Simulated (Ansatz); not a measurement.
# GaSO radical: functionals against CCSD(T) at one geometry

Aim: energy, forces and dipole at a structure displaced at random from a GFN2-xTB minimum, from CCSD(T) and from density functionals.

Method: single points in def2-TZVPP; program: Ansatz 0.2.0, Gaussian basis.

Cores are frozen in the correlated methods. Filled d shells of the heavier atoms are correlated. Orbitals are unrestricted.

## (1) The starting structure

SMILES `[O]1[S][Ga]1`, 3 atoms, charge 0, spin multiplicity 2.

Atoms are counted from 1 here; the program's logs count them from 0.

Bond lengths: O1–S2 1.507 Å, O1–Ga3 1.874 Å, S2–Ga3 2.483 Å. Angles: S2–O1–Ga3 93.9°, O1–S2–Ga3 48.9°, O1–Ga3–S2 37.3°.

As a file:

```xyz
3
charge 0, multiplicity 2
O     0.5204    0.5053    0.2924
S    -0.8211    0.7462   -0.3506
Ga    0.4335   -1.3540    0.0735
```

## (2) CCSD(T)/def2-TZVPP

run/in.yaml reads:

```yaml
crystal:
  periodic: [false, false, false]
  atoms:
    - {symbol: O, position_ang: [0.520400, 0.505300, 0.292400]}
    - {symbol: S, position_ang: [-0.821100, 0.746200, -0.350600]}
    - {symbol: Ga, position_ang: [0.433500, -1.354000, 0.073500]}
basis:
  gaussian: {orbitals: def2-TZVPP}
magnetization: {spin_polarized: true, initial_magnetization: 1}
correlation: {method: ccsd_t}
scf: {omitted_lower_state_checks: [cluster_reference]}
output: {forces: true}
```

The command line of these runs was not kept.

## (3) PBE0-D4/def2-TZVPP

run/in.yaml: that of step 2 with these lines changed.

```diff
@@ -9,4 +9,3 @@
 magnetization: {spin_polarized: true, initial_magnetization: 1}
-correlation: {method: ccsd_t}
-scf: {omitted_lower_state_checks: [cluster_reference]}
-output: {forces: true}
+hamiltonian: {xc: pbe0, dispersion: d4}
+output: {forces: true, orbitals: {seedname: orbitals}}
```

## (4) wB97M-V/def2-TZVPP

run/in.yaml: that of step 3 with these lines changed.

```diff
@@ -9,3 +9,3 @@
 magnetization: {spin_polarized: true, initial_magnetization: 1}
-hamiltonian: {xc: pbe0, dispersion: d4}
-output: {forces: true, orbitals: {seedname: orbitals}}
+hamiltonian: {xc: {name: wB97M-V}}
+output: {forces: true}
```

## (5) r2SCAN-D4/def2-TZVPP

run/in.yaml: that of step 4 with these lines changed.

```diff
@@ -9,3 +9,3 @@
 magnetization: {spin_polarized: true, initial_magnetization: 1}
-hamiltonian: {xc: {name: wB97M-V}}
+hamiltonian: {xc: r2scan, dispersion: d4}
 output: {forces: true}
```

## (6) PBE-D4/def2-TZVPP

run/in.yaml: that of step 5 with these lines changed.

```diff
@@ -9,3 +9,3 @@
 magnetization: {spin_polarized: true, initial_magnetization: 1}
-hamiltonian: {xc: r2scan, dispersion: d4}
+hamiltonian: {xc: pbe, dispersion: d4}
 output: {forces: true}
```

## (7) CAM-B3LYP-D4/def2-TZVPP

run/in.yaml: that of step 6 with these lines changed.

```diff
@@ -9,3 +9,3 @@
 magnetization: {spin_polarized: true, initial_magnetization: 1}
-hamiltonian: {xc: pbe, dispersion: d4}
+hamiltonian: {xc: {name: CAM-B3LYP}, dispersion: d4}
 output: {forces: true}
```

## (8) BLYP-D4/def2-TZVPP

run/in.yaml: that of step 7 with these lines changed.

```diff
@@ -9,3 +9,3 @@
 magnetization: {spin_polarized: true, initial_magnetization: 1}
-hamiltonian: {xc: {name: CAM-B3LYP}, dispersion: d4}
+hamiltonian: {xc: {name: BLYP}, dispersion: d4}
 output: {forces: true}
```

(Steps that only read results are left out.)

Q: Predict the outcome of this session. Wanted: energy less free atoms, CCSD(T)/def2-TZVPP; RMS force component; RMS force error; HOMO and LUMO, PBE0-D4; T1 diagnostic.

As calculated:

| quantity | value |
| --- | --- |
| energy less free atoms, CCSD(T)/def2-TZVPP | -166.9 kcal/mol |
| RMS force component | 2.096 to 2.732 eV/Å over the methods |
| RMS force error | PBE0-D4 0.354, wB97M-V 0.268, r2SCAN-D4 0.222, PBE-D4 0.278, CAM-B3LYP-D4 0.345, BLYP-D4 0.431 eV/Å |
| HOMO and LUMO, PBE0-D4 | -6.37 and -3.02 eV |
| T1 diagnostic | 0.018 |

**Reading.** Against CCSD(T) the functionals' energies less atoms differ by -24.8 to -10.0 kcal/mol, PBE-D4 by -24.8 kcal/mol. A larger basis would deepen the CCSD(T) value, while the functionals are nearly converged already, so the order here is not reliable. On forces the order runs from r2SCAN-D4 to BLYP-D4. Frozen-core CCSD(T) forces in triple zeta carry basis errors of their own, and this is one geometry, so small gaps rank nothing.
